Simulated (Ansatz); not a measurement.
# CH4GeSe: the cost of one run

Method: the settings change from run to run; program: Ansatz 0.2.0, Gaussian basis.

### Step 1. The molecule

An earlier PBE0-D4 in a triple-zeta def2 set relaxation fixed the geometry.

7 atoms, charge 0, spin multiplicity 1.

Atoms are counted from 1 here; the program's logs count them from 0.

Bond lengths: C1–Ge2 1.926 Å, C1–Se3 2.005 Å, C1–H4 1.084 Å, C1–H5 1.084 Å, Ge2–Se3 2.319 Å, Ge2–H6 1.527 Å, Ge2–H7 1.527 Å. Angles: Ge2–C1–Se3 72.3°, Ge2–C1–H4 118.6°, Ge2–C1–H5 118.6°, Se3–C1–H4 112.9°, Se3–C1–H5 112.9°, H4–C1–H5 114.3°, C1–Ge2–Se3 55.4°, C1–Ge2–H6 118.9°, C1–Ge2–H7 118.9°, Se3–Ge2–H6 117.2°, Se3–Ge2–H7 117.2°, H6–Ge2–H7 115.8°, C1–Se3–Ge2 52.3°.

### Step 2. r2SCANh/def2-mTZVPP

This run has high accuracy.

The input, in.yaml:

```yaml
crystal:
  periodic: [false, false, false]
  atoms:
    - {symbol: C, position_ang: [-0.639078, -0.198280, -0.717156]}
    - {symbol: Ge, position_ang: [0.670854, 0.335846, 0.589135]}
    - {symbol: Se, position_ang: [-0.531175, -1.645660, 0.665442]}
    - {symbol: H, position_ang: [-1.598348, 0.306501, -0.725475]}
    - {symbol: H, position_ang: [-0.295680, -0.520997, -1.693374]}
    - {symbol: H, position_ang: [0.302605, 1.414659, 1.605025]}
    - {symbol: H, position_ang: [2.152023, 0.239832, 0.230804]}
basis:
  gaussian: {orbitals: def2-mTZVPP}
hamiltonian: {xc: {name: r2SCANh}}
accuracy: high
output: {forces: true}
```

On the command line:

```bash
$ ansatz run in.yaml --threads 2 --pin off --events-out ev --progress --plain --max-ram 4352MiB
```

What time and memory should one allow on 2 threads of Arm Neoverse V1, shared host?

About 15 s, with a peak of 0.53 GiB.
